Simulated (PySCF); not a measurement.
# C3H6O2Si: the cost of one run

The runs use PySCF 2.14.0, with density-fitted response routines of our own; the level of theory stands in each step. All values are computed, except where a source is named. Atoms are numbered from 0 throughout.

**1. Starting geometry**

12 atoms, charge 0, multiplicity 1; geometry from: GFN2-xTB.

Bonds of the start (Å): O0–C1 1.20, C1–C2 1.50, C2–C3 1.54, C3–Si4 1.91, Si4–O5 1.66, O5–C2 1.43, C1–H6 1.11, C2–H7 1.09, C3–H8 1.09, C3–H9 1.08, Si4–H10 1.46, Si4–H11 1.46.

**2. Ultraviolet spectrum: CAM-B3LYP/def2-SVPD**

The job: settings as JSON, then the geometry in Å.

```
{"job": {"kind": "uv", "xc": "CAM-B3LYP", "basis": "def2-SVPD", "nstates": 8, "ntriplets": 3}, "charge": 0, "multiplicity": 1}
O     -2.614782     0.678944    -0.802261
C     -1.789872     0.065790    -0.186363
C     -0.407491    -0.248338    -0.664837
C      0.569518     0.846596    -0.184060
Si     1.376432    -0.595184     0.776479
O      0.137456    -1.384273     0.006280
H     -1.966654    -0.285570     0.848942
H     -0.393163    -0.411641    -1.744335
H      0.081178     1.625926     0.394398
H      1.120608     1.309388    -0.995169
H      2.682264    -1.029083     0.302600
H      1.205706    -0.573241     2.222298
```

With the program's defaults for keys left out, this is: TDDFT CAM-B3LYP/def2-SVPD, vertical, gas phase, core orbitals frozen in the response.

Run with:

```
> OMP_NUM_THREADS=1 python probes_run.py task.json out
```

One launch serves the whole session: the jobs run in the order shown.

**Question.** How long does this first job take on 1 thread of Arm Neoverse N1, shared host, and how much memory does it need?

About 47 s, with a peak of 0.76 GiB.
